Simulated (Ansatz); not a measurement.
# Ti2O: the cost of one run

Method: DFT PBEsol, scalar-relativistic, plane waves, PAW, in Ansatz 0.2.0.

2 further runs of the same task are left out: 2 set aside as unsound or not needed.

## (1) The system as given

Symmetry: P-3m1, No. 164, trigonal system. The conventional cell has a = 2.953 Å, b = 2.953 Å, c = 4.724 Å, α = 90.00°, β = 90.00°, γ = 120.00°. Ti (site symmetry 3m) is surrounded by 3 O at 2.11 Å. Around O (site symmetry -3m) lie 6 Ti at 2.11 Å.

Structure file:

```
CELL_PARAMETERS angstrom
2.95295 0.00000 0.00000
-1.47648 2.55733 0.00000
0.00000 0.00000 4.72373
ATOMIC_POSITIONS crystal
Ti 0.66667 0.33333 0.26267
Ti 0.33333 0.66667 0.73733
O 0.00000 0.00000 0.00000
```

It is the result of an earlier relaxation at this level (volume 11.89 Å³/atom; gap on the mesh: none (metal)).

## (2) The reference cell

The reference gives a free energy of -5511.8272 eV, pressure 0.04 GPa, largest force 0.002 eV/Å and gap on the mesh none (metal). It was computed beforehand with the settings of the runs below.

## (3) The disturbance

All atoms moved at random, sigma 0.05 Å a component, cell strained at random, sigma 0.03. Displacements in the unstrained cell, with the mean shift removed:

```csv
atom,ux (Å),uy (Å),uz (Å)
Ti1,0.010,-0.021,-0.002
Ti2,0.017,0.022,0.004
O3,-0.028,-0.001,-0.002
```

Strain (xx, yy, zz, yz, xz, xy; engineering shear): (0.0015, -0.0001, -0.0108, 0.0069, 0.0015, 0.0765).

## (4) Single point of the disturbed structure

input.yaml reads:

```yaml
crystal:
  lattice:
    - [2.9575078972, 0.11297774, 0.0021845275]
    - [-1.3809123558, 2.5006073789, 0.0077721134]
    - [0.003494512, 0.0163736918, 4.6729221723]
  atoms:
    - { symbol: Ti, position: [0.6661175366, 0.3253042024, 0.2623373552] }
    - { symbol: Ti, position: [0.3434317662, 0.6751397685, 0.7381769732] }
    - { symbol: O, position: [-0.0095493028, -0.0004439709, -0.0005143284] }
basis:
  ecutwfc: 420
kpoints:
  mp_grid: { grid: [12, 12, 8] }
hamiltonian:
  xc: pbesol
scf:
  occupations: { method: gaussian, width: 0.15 }
output:
  forces: true
  stress: true
  eigenvalues: true
```

Launch:

```bash
$ ansatz run input.yaml --threads 2 --pin off --max-ram 5120MiB --backend cpu --events-out ev --progress --plain --runs-dir out
```

Q: Estimate wall time and peak memory on 2 threads of AMD EPYC 9R45 (Zen 5), shared host.

About 6.2 s, with a peak of 0.72 GiB.
